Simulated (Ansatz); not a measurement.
# CH7BNP: one molecule under many settings, part 2 of 2

Ansatz 0.2.0, Gaussian basis; the settings change from run to run. The steps go on from the part before.

## 9. wPBEh/def2-mTZVPP

This run has atoms shaken by 0.03 Å, density fitting with def2-universal-jkfit.

The input, in.yaml:

```yaml
crystal:
  periodic: [false, false, false]
  atoms:
    - {symbol: N, position_ang: [-1.036628, 1.026610, -0.510608]}
    - {symbol: C, position_ang: [-0.879137, 0.091443, 0.530492]}
    - {symbol: B, position_ang: [0.562763, -0.616770, 0.578698]}
    - {symbol: P, position_ang: [1.965853, -0.249260, -0.575785]}
    - {symbol: H, position_ang: [-1.995843, 1.474210, -0.551948]}
    - {symbol: H, position_ang: [-0.355592, 1.770220, -0.444221]}
    - {symbol: H, position_ang: [-1.114800, 0.421395, 1.547130]}
    - {symbol: H, position_ang: [-1.575098, -0.774888, 0.381988]}
    - {symbol: H, position_ang: [0.702044, -1.459072, 1.479626]}
    - {symbol: H, position_ang: [1.220729, -0.087703, -1.750240]}
    - {symbol: H, position_ang: [2.592678, -1.536771, -0.704581]}
basis:
  gaussian: {orbitals: def2-mTZVPP, fitting: {mean_field: def2-universal-jkfit}}
hamiltonian: {xc: {name: wPBEh}}
output: {forces: true}
```

Started as:

```
$ ansatz run in.yaml --threads 2 --pin off --events-out ev --progress --plain --max-ram 4352MiB
```

What it wrote (excerpt; [...] marks lines left out):

```text
Functional definition: wPBEh
  name "wPBEh"
  cite "Heyd, Scuseria & Ernzerhof, J. Chem. Phys. 118, 8207 (2003) doi:10.1063/1.1564060"
  cite "Krukau, Vydrov, Izmaylov & Scuseria, J. Chem. Phys. 125, 224106 (2006) doi:10.1063/1.2404663"
  cite "Heyd & Scuseria, J. Chem. Phys. 120, 7274 (2004) doi:10.1063/1.1668634"
  cite "Ernzerhof & Perdew, J. Chem. Phys. 109, 3313 (1998) doi:10.1063/1.476928"
  cite "Perdew, Burke & Ernzerhof, Phys. Rev. Lett. 77, 3865 (1996) doi:10.1103/PhysRevLett.77.3865"
  parent pbe
[...]
481 factors; integrals over basis functions are off by at most 4.0e-1 eV
481 factors; integrals over basis functions are off by at most 1.8e-7 eV
[...]
mean field -12599.83365508 eV, -463.0353463502 hartree, gradient 7.9e-5 eV, S^2 0.000000; 0 other end points of the search recorded, 0 dependent functions left out
[...]
Atom 1 at    -0.879137     0.091443     0.530492 Å, force     0.933987    -1.908576     0.535498 eV/Å
Atom 2 at     0.562763    -0.616770     0.578698 Å, force    -1.267359    -0.769185     1.075845 eV/Å
Atom 3 at     1.965853    -0.249260    -0.575785 Å, force     0.577515    -0.069621     0.245096 eV/Å
Atom 4 at    -1.995843     1.474210    -0.551948 Å, force     1.674692    -0.738257     0.191822 eV/Å
Atom 5 at    -0.355592     1.770220    -0.444221 Å, force    -0.083380     0.152357    -0.011820 eV/Å
Atom 6 at    -1.114800     0.421395     1.547130 Å, force    -0.096856     0.273751     0.330217 eV/Å
Atom 7 at    -1.575098    -0.774888     0.381988 Å, force     0.364107     0.374477     0.013273 eV/Å
Atom 8 at     0.702044    -1.459072     1.479626 Å, force     0.061280     0.691915    -0.592574 eV/Å
Atom 9 at     1.220729    -0.087703    -1.750240 Å, force     0.015672    -0.167234    -0.407136 eV/Å
Atom 10 at     2.592678    -1.536771    -0.704581 Å, force    -0.362391     0.453914    -0.162187 eV/Å
Dipole moment:    -0.193224     0.093048     0.047478 e Å
```

It took 3.6 s on 2 threads of Arm Neoverse N1, shared host; peak memory 0.41 GiB.

Largest force 2.775 eV/Å, dipole 1.06 D.

## 10. B97/STO-3G

Options: atoms shaken by 0.15 Å, density fitting with def2-universal-jkfit, a point charge of 0.50 e beside it, the search for lower states set to full.

The input, in.yaml:

```yaml
crystal:
  periodic: [false, false, false]
  atoms:
    - {symbol: N, position_ang: [-1.080943, 0.868624, -0.456945]}
    - {symbol: C, position_ang: [-0.929488, 0.162717, 0.471844]}
    - {symbol: B, position_ang: [0.792010, -0.809288, 0.574273]}
    - {symbol: P, position_ang: [2.014968, -0.343161, -0.642218]}
    - {symbol: H, position_ang: [-1.921838, 1.561313, -0.161548]}
    - {symbol: H, position_ang: [-0.445980, 1.593614, -0.569432]}
    - {symbol: H, position_ang: [-1.390400, 0.373662, 1.418716]}
    - {symbol: H, position_ang: [-1.726371, -0.739053, 0.450540]}
    - {symbol: H, position_ang: [0.831112, -1.401119, 1.417117]}
    - {symbol: H, position_ang: [1.290062, 0.215939, -1.678219]}
    - {symbol: H, position_ang: [2.775141, -1.291490, -0.647232]}
basis:
  gaussian: {orbitals: STO-3G, fitting: {mean_field: def2-universal-jkfit}, point_charges: [{charge: 0.50, position_ang: [5.357, 0.758, -0.264]}]}
hamiltonian: {xc: {name: B97}}
scf: {lower_state_search: full}
output: {forces: true}
```

Same command.

What it wrote (excerpt; [...] marks lines left out):

```text
Functional definition: B97
  name "B97"
  cite "Becke, J. Chem. Phys. 107, 8554 (1997) doi:10.1063/1.475007"
[...]
      + integral(e_c_pw_opposite_spin*poly(b97_u_opposite, cos0, cos1, cos2))
481 factors; integrals over basis functions are off by at most 8.1e-3 eV
[...]
mean field -12449.99866238 eV, -457.5290119304 hartree, gradient 3.7e-5 eV, S^2 0.000000; 0 other end points of the search recorded, 0 dependent functions left out
[...]
reference -12449.99867771 eV, -457.5290124938 hartree; 20, 20 occupied and 11, 11 virtual orbitals, 481 factors
Total energy: -12449.99867771 eV, -457.5290124938 hartree
Atom 0 at    -1.080943     0.868624    -0.456945 Å, force    -8.573047    16.011010   -17.755912 eV/Å
Atom 1 at    -0.929488     0.162717     0.471844 Å, force     4.612961   -22.017095    19.021902 eV/Å
Atom 2 at     0.792010    -0.809288     0.574273 Å, force    -5.356734     6.518341    -4.742983 eV/Å
Atom 3 at     2.014968    -0.343161    -0.642218 Å, force    -4.778384     7.007061     3.246735 eV/Å
Atom 4 at    -1.921838     1.561313    -0.161548 Å, force     0.863035    -1.653879    -1.955074 eV/Å
Atom 5 at    -0.445980     1.593614    -0.569432 Å, force     4.122512     3.113162    -0.849853 eV/Å
Atom 6 at    -1.390400     0.373662     1.418716 Å, force     1.366462     2.042114     2.659590 eV/Å
Atom 7 at    -1.726371    -0.739053     0.450540 Å, force     1.927589     0.128684    -1.261375 eV/Å
Atom 8 at     0.831112    -1.401119     1.417117 Å, force     0.790419    -3.802042     4.890060 eV/Å
Atom 9 at     1.290062     0.215939    -1.678219 Å, force     0.378134    -1.048982    -1.247699 eV/Å
Atom 10 at     2.775141    -1.291490    -0.647232 Å, force     4.662097    -6.316923    -2.034546 eV/Å
Dipole moment:     0.207517     0.181757    -0.172037 e Å
```

Run time: 2.9 s. Hardware: 2 threads of Arm Neoverse N1, shared host; peak memory 0.41 GiB.

Largest force 29.460 eV/Å, dipole 1.56 D.

## 11. The runs in one table

```
                level  charge  multiplicity              geometry  functions  energy (eV)     time
     B3LYP/def2-TZVPD       0             1                shaken        217   -12600.034     16 s
      wB97M-V/cc-pVDZ       0             3               relaxed         95   -12598.849     36 s
rPW86-PBE/aug-pcseg-2       0             1               relaxed        349   -12624.285     28 s
 wB97X-V/x2c-TZVPPall       0             3                scaled        233   -12624.201  4.1 min
  B97M-V/ANO-RCC-VTZP       0             1               relaxed        222   -12628.907     47 s
      PBE/aug-cc-pVDZ       0             1                shaken        159   -12590.290      6 s
       SVWN5/def2-SVP       0             1               relaxed         95   -12534.915    1.6 s
    wPBEh/def2-mTZVPP       0             1                shaken        124   -12599.834    3.6 s
           B97/STO-3G       0             1  shaken, point charge         31   -12449.999    2.9 s
```

## 12. Results

The summary covers parts 1 to 2.

```
                                         quantity                          value
                                             runs                              9
                                         quickest          SVWN5/def2-SVP, 1.6 s
                                          slowest  wB97X-V/x2c-TZVPPall, 4.1 min
spread of total energies, same state and geometry                        94.0 eV
                  dipole, same state and geometry                 1.23 to 1.34 D
```

In words: wB97X-V/x2c-TZVPPall took 153 times as long as SVWN5/def2-SVP. The jobs differ in tasks and options as well as level. The totals spread over 94 eV; they can't be compared across methods or bases. Some of these runs are scalar-relativistic and others not, which shifts the totals of all-electron atoms past neon by eV; core potentials, where a basis has them, take the core out of the total altogether. At the PBE0-D4/def2-TZVP geometry and in the same state, runs without warnings or point charges leave forces up to 1.32 eV/Å (SVWN5/def2-SVP), against 25.9 eV/Å where the atoms were moved. At that geometry and state the dipole changes by 9 % between the lowest and highest value.
